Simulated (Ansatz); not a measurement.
# ZrIn2S2: from a guess to a relaxed structure, part 2 of 2

Where does this trial cell of ZrIn2S2 go when cell and atoms are let free?

Ansatz 0.2.0; DFT PBE, scalar-relativistic, plane waves, PAW. The steps go on from the part before.

### 4 Spin check on a coarse mesh

input.yaml reads:

```yaml
crystal:
  lattice:
    - [4.9482103904, 0.0, 0.0]
    - [0.0, 4.9482103904, 0.0]
    - [0.0, 0.0, 9.0752508863]
  atoms:
    - { symbol: Zr, position: [0.5, 0.5, 0.0], spin: 1.0 }
    - { symbol: In, position: [0.5, 0.5, 0.3303345379] }
    - { symbol: In, position: [0.5, 0.5, 0.6696654621] }
    - { symbol: S, position: [0.5, 0.0, 0.0] }
    - { symbol: S, position: [0.0, 0.5, 0.0] }
basis:
  ecutwfc: 420
kpoints:
  mp_grid: { grid: [4, 4, 2] }
hamiltonian:
  xc: pbe
scf:
  occupations: { method: gaussian, width: 0.1 }
  lower_state_search: "off"
output:
  forces: true
  stress: true
  eigenvalues: true
  populations: true
magnetization:
  spin_polarized: true
```

Launch:

```sh
$ ansatz run input.yaml --threads 1 --pin off --max-ram 2560MiB --backend cpu --events-out ev --progress --plain --runs-dir out
```

The program printed, cut to the lines that bear on the results:

```text
[...]
SCF converged after 17 iterations
Magnetization: 0.0000 μB (25.0000 up, 25.0000 down)
Absolute magnetization: 0.0000 μB (∫|ρ↑−ρ↓|, with the PAW one-centre terms)
Spin contamination: 0.0000 ħ² per cell (⟨S²⟩ above its minimum at these occupations)
Per-site moments (μB) at R_I (Å): [(8.333441408571963e-7, 1.02056839302), (1.2237347970139394e-6, 1.2366208832391463), (1.2237347970066341e-6, 1.2366208832391465), (-1.4040794884978105e-8, 1.02056839302), (-1.4040794988018422e-8, 1.02056839302)]
Free energy (F): -17184.676048 eV
[...]
E sigma→0 (E₀):  -17184.669233 eV
Entropy (-TS):   -0.013631 eV (-2.726 meV/atom)
Fermi energy:    3.162010 eV
[...]
--- Forces (eV/Å), atoms counted from 1 ---
  atom   1  Zr     0.00000000    -0.00000000     0.00000000
  atom   2  In     0.00000000     0.00000000     0.19303131
  atom   3  In     0.00000000     0.00000000    -0.19303131
  atom   4  S      0.00000000    -0.00000000     0.00000000
  atom   5  S      0.00000000    -0.00000000     0.00000000
[...]
--- Stress (GPa, compression-positive) ---
       -0.212419       0.000000       0.000000
        0.000000      -0.212419       0.000000
        0.000000       0.000000      -1.043860
  P = ⅓ Tr σ = -0.4896 GPa (-4.896 kbar)
--- Band table (eV; the first three rows and the last of 24) ---
[...]
--- Löwdin populations: 5 sites ---
  site symbol       q [e]    m [muB]
     0     Zr     11.3577     0.0000
     1     In     12.9072     0.0000
     2     In     12.9072     0.0000
     3      S      6.3474    -0.0000
     4      S      6.3474    -0.0000
  spilling = 0.002661 (of n_electrons = 50.000000)
```

Run time: 20 s. Hardware: 1 thread of Arm Neoverse V2, shared host; peak memory 0.53 GiB.

Site by site:

```csv
atom,Löwdin electrons
Zr1,11.36
In2,12.91
In3,12.91
S4,6.35
S5,6.35
```

The same cell is solved with trial moments on Zr. The largest site moment that stays is 0.00 μB and the cell's total 0.00 μB. The workflow keeps spin only above 0.25 μB on a site, so the next run goes without spin.

### 5 Full relaxation

The end of the coarse run is made exact in the group found at a tolerance of 0.06 Å and reduced to its primitive cell.

input.yaml reads:

```yaml
crystal:
  lattice:
    - [4.9482103904, 0.0, 0.0]
    - [0.0, 4.9482103904, 0.0]
    - [0.0, 0.0, 9.0752508863]
  atoms:
    - { symbol: Zr, position: [0.5, 0.5, 0.0] }
    - { symbol: In, position: [0.5, 0.5, 0.3303345379] }
    - { symbol: In, position: [0.5, 0.5, 0.6696654621] }
    - { symbol: S, position: [0.5, 0.0, 0.0] }
    - { symbol: S, position: [0.0, 0.5, 0.0] }
basis:
  ecutwfc: 420
kpoints:
  mp_grid: { grid: [8, 8, 4] }
hamiltonian:
  xc: pbe
scf:
  occupations: { method: gaussian, width: 0.1 }
output:
  forces: true
  stress: true
  eigenvalues: true
  write_density: true
  write_potential: true
  elf: true
  volumetric_format: npy
relax:
  adjacent_minimum: "off"
  f_tol: 0.01
  max_steps: 80
  cell: { stress_tol: 0.05 }
```

Launch:

```sh
$ ansatz run input.yaml --threads 1 --pin off --max-ram 2560MiB --backend cpu --events-out ev --progress --plain --runs-dir out
```

The program printed, cut to the lines that bear on the results:

```text
Warning: RAYON_NUM_THREADS=1 ignored (pool sized by the plan → 1); use --threads N
[...]
[... 5 set-up lines as earlier in the session ...]
[...]
Crystal: 5 atoms, lattice volume = 222.206 Å³
Basis set: ecut = 420 eV, 4363 PW (Γ), exchange–correlation on 72×72×128 points (8 copies of the dense FFT grid, shifted against one another)
Bands: 30, of which v1, the nominal top of the filled ones, is band 25 counted from 1 (24 counted from 0)
[... 1 set-up line as earlier in the session ...]
Space group: P4/mmm (ITA 123), of the structure as read, at distance tolerance 6.1e-5 Å
k-points: 45 of 256
[...]
--- Stress (GPa, compression-positive) ---
        0.005511       0.000000       0.000000
        0.000000       0.005511       0.000000
        0.000000       0.000000       0.008059
  P = ⅓ Tr σ = 0.0064 GPa (0.064 kbar)
--- Band table (eV; the first three rows and the last of 45) ---
[...]
--- Relaxed structure (4 steps of the walk, 4 accepted, 1 SCFs on fresh bases) ---
  F+E_penalty+E_count = -17184.66968191 eV   max|allowed force component| = 2.927e-3 eV/Å   (the final SCF, on the basis selected at the relaxed cell)
  cell:  # Å, volume = 220.3385 Å³
    - [4.941916294592543, -4.916850607094983e-36, 0.0]
    - [-4.916850607094983e-36, 4.941916294592543, 0.0]
    - [0.0, 0.0, 9.021931882844097]
  atoms:
    - { symbol: Zr, position: [0.5, 0.5, -1.9114881756002424e-20] }
    - { symbol: In, position: [0.5, 0.5, 0.33138860985445945] }
    - { symbol: In, position: [0.5, 0.5, 0.6686113901455403] }
    - { symbol: S, position: [0.5, 3.132815811862786e-38, -1.9114881756002424e-20] }
    - { symbol: S, position: [3.2545650519446667e-38, 0.5, -1.9114881756002424e-20] }
```

Wall time 87 s (1 thread of Arm Neoverse V2, shared host); peak memory 0.59 GiB.

Step by step:

```csv
step,energy from step 1 (eV/cell),largest force component (eV/Å),pressure (GPa),volume (Å³)
1,0.0000,0.0516,-0.17,222.21
2,-0.0016,0.0273,-0.03,220.93
3,-0.0020,0.0121,-0.01,220.42
4,-0.0021,0.0029,0.01,220.34
5,-0.0019,0.0029,0.01,220.34
```

Step 1 is the start. Step 5 repeats the geometry before it on a plane-wave basis chosen anew for that cell, so its energy need not be comparable with the rows above.

|  | before | after | change |
| --- | --- | --- | --- |
| a (Å) | 4.948 | 4.942 | -0.1 % |
| b (Å) | 4.948 | 4.942 | -0.1 % |
| c (Å) | 9.075 | 9.022 | -0.6 % |
| volume (Å³/atom) | 44.44 | 44.07 | -0.8 % |
| shortest distance (Å) | 2.474 | 2.471 | -0.1 % |
| space group (0.01 Å) | P4/mmm | P4/mmm | same |

Forces and stress were held to the start's 16 operations: a distortion of lower symmetry was not tested.

Density in a lattice plane of the grid's cell (edges 4.94 and 9.02 Å, at 0.500 of the third edge), which holds Zr and In and S.

Ten even steps from ' ' (0.01 e/Å³) to '@' (10.54 e/Å³):
```
  ..      ..::--::..      ..
                            
                            
                            
            ......          
          ..++%%++..        
          ..**@@**..        
            ..::..          
                            
                            
                            
            ..::..          
          ..**@@**..        
          ..++%%++..        
            ......          
                            
                            
                            
  ..      ..::--::..      ..
    ..    ::--::--::    ..  
```
Columns run along the first of these edges and rows up along the second, over one cell in 14 and 20 even steps from the bottom left corner. Atoms in the plane (fractional): Zr at (0.50, 1.00), In at (0.50, 0.33), In at (0.50, 0.67), S at (0.00, 1.00).

ELF in the same plane.

Ten even steps from ' ' (0.00) to '@' (0.86):
```
++%%@@##::**@@%%@@**::##@@%%
@@@@@@++....++##++....++@@@@
####++::::--======--::::++##
::....::==++++++++++==::....
    ..--------::--------..  
    ..------      ------..  
    ::------      ------::  
    ::------::..::------::  
    ::--====------====--::  
  ..::--++++******++++--::..
    ::--====------====--::  
    ::------::..::------::  
    ::------      ------::  
    ..------      ------..  
    ..--------::--------..  
::....::==++++++++++==::....
####++::::--======--::::++##
@@@@@@++....++##++....++@@@@
++%%@@##::**@@%%@@**::##@@%%
  ==@@##--@@**  **@@--##@@==
```
Columns run along the first of these edges and rows up along the second, over one cell in 14 and 20 even steps from the bottom left corner. Atoms in the plane (fractional): Zr at (0.50, 1.00), In at (0.50, 0.33), In at (0.50, 0.67), S at (0.00, 1.00).

Both are smooth fields of the valence electrons: close to the nuclei they are not physical.

Maxima of ELF outside the ion cores: 0.88 in the shell around S, 0.8 Å from S; 0.56 on the In–Zr line, 1.4 Å from In; 0.54 on the In–In line, 1.5 Å from In.

### 6 Variant: dr2_threshold 1.0e-05

input.yaml reads:

```yaml
crystal:
  lattice:
    - [4.9419162946, 0.0, 0.0]
    - [0.0, 4.9419162946, 0.0]
    - [0.0, 0.0, 9.0219318828]
  atoms:
    - { symbol: Zr, position: [0.5, 0.5, 0.0] }
    - { symbol: In, position: [0.5, 0.5, 0.3313886099] }
    - { symbol: In, position: [0.5, 0.5, 0.6686113901] }
    - { symbol: S, position: [0.5, 0.0, 0.0] }
    - { symbol: S, position: [0.0, 0.5, 0.0] }
basis:
  ecutwfc: 420
kpoints:
  mp_grid: { grid: [8, 8, 4] }
hamiltonian:
  xc: pbe
scf:
  occupations: { method: gaussian, width: 0.1 }
  convergence: { dr2_threshold: 1.0e-05 }
output:
  forces: true
  eigenvalues: true
  stress: true
```

Launch:

```sh
$ ansatz run input.yaml --threads 1 --pin off --max-ram 2560MiB --backend cpu --events-out ev --progress --plain --runs-dir out
```

The program printed, cut to the lines that bear on the results:

```text
Warning: scf.convergence.dr2_threshold = 1e-5 eV is looser than this run's default, which is 1e-7 eV or tighter. The error in the forces grows as the threshold's square root, so leave the key out unless less accurate forces are enough
Warning: output.stress: scf.convergence.dr2_threshold = 1e-5 eV is looser than the 5e-10 eV advised for a printed stress (1e-10 eV for each atom of the cell: 5). What an SCF threshold leaves in a stress goes as its square root, and in the free energy as the threshold itself, and one [...]
Warning: RAYON_NUM_THREADS=1 ignored (pool sized by the plan → 1); use --threads N
[...]
[... 5 set-up lines as earlier in the session ...]
[...]
Crystal: 5 atoms, lattice volume = 220.338 Å³
Basis set: ecut = 420 eV, 4275 PW (Γ), exchange–correlation on 72×72×128 points (8 copies of the dense FFT grid, shifted against one another)
Bands: 30, of which v1, the nominal top of the filled ones, is band 25 counted from 1 (24 counted from 0)
[... 1 set-up line as earlier in the session ...]
Space group: P4/mmm (ITA 123), of the structure as read, at distance tolerance 6.0e-5 Å
k-points: 45 of 256
[...]
SCF iter   1: F=—  HF=-17184.702312 eV  |F-HF|=—  |Δ(HF+E_count)|=         —  Δρ=4.73e-3  dr2=2.24e-1  ethr=1.77e-3  ⟨swp⟩=5.9  Hψ=5413  notcnv=0
[...]
SCF iter   7: F=-17184.669681 eV  HF=-17184.669680 eV  |F-HF|=6.34e-7  |Δ(HF+E_count)|=   3.32e-6  Δρ=1.46e-5  dr2=1.36e-6  ethr=2.00e-8  ⟨swp⟩=6.8  Hψ=5576  notcnv=0
[...]
SCF converged after 7 iterations
Free energy (F): -17184.669681 eV
[...]
E sigma→0 (E₀):  -17184.657121 eV
Entropy (-TS):   -0.025120 eV (-5.024 meV/atom)
Fermi energy:    3.169110 eV
[...]
--- Forces (eV/Å), atoms counted from 1 ---
  atom   1  Zr     0.00000000     0.00000000     0.00000000
  atom   2  In     0.00000000     0.00000000     0.00321242
  atom   3  In     0.00000000     0.00000000    -0.00321242
  atom   4  S     -0.00000000     0.00000000     0.00000000
  atom   5  S      0.00000000    -0.00000000     0.00000000
[...]
--- Stress (GPa, compression-positive) ---
        0.005354       0.000000       0.000000
        0.000000       0.005354       0.000000
        0.000000       0.000000       0.008308
  P = ⅓ Tr σ = 0.0063 GPa (0.063 kbar)
--- Band table (eV; the first three rows and the last of 45) ---
[...]
```

Run time: 15 s. Hardware: 1 thread of Arm Neoverse V2, shared host; peak memory 0.55 GiB.

```csv
run,ending,energy change,pressure (GPa),gap (eV),force (eV/Å),cycles,time
step 5,converged,0,0.0,0.00,0.00,-,87 s
variant,converged,0.0 meV/atom,0.0,0.00,0.00,7,15 s
```

Same state: the changed convergence setting leaves the energy within 0.5 meV/atom.

### 7 Summary of results

The summary covers parts 1 to 2. Changes of volume or cell count from the first structure of part 1.

```
                              quantity                                                                      value
symmetry at the end (tolerance 0.05 Å)                                               space group P4/mmm (No. 123)
                     conventional cell  a = 4.942 Å, b = 4.942 Å, c = 9.022 Å, α = 90.00°, β = 90.00°, γ = 90.00°
                                volume                                                              44.07 Å³/atom
              energy over the elements                                                              -0.20 eV/atom
                       gap on the mesh                                                               none (metal)
```

The space group P4/mmm (No. 123) is kept, and the volume per atom grows by 68.6 % from the first guess. It lies below the elements, which doesn't yet make it stable: competing phases were not computed in this session. No finished test with a distortion of lower symmetry is shown, so the end may be a saddle point. Other magnetic orders were not searched.
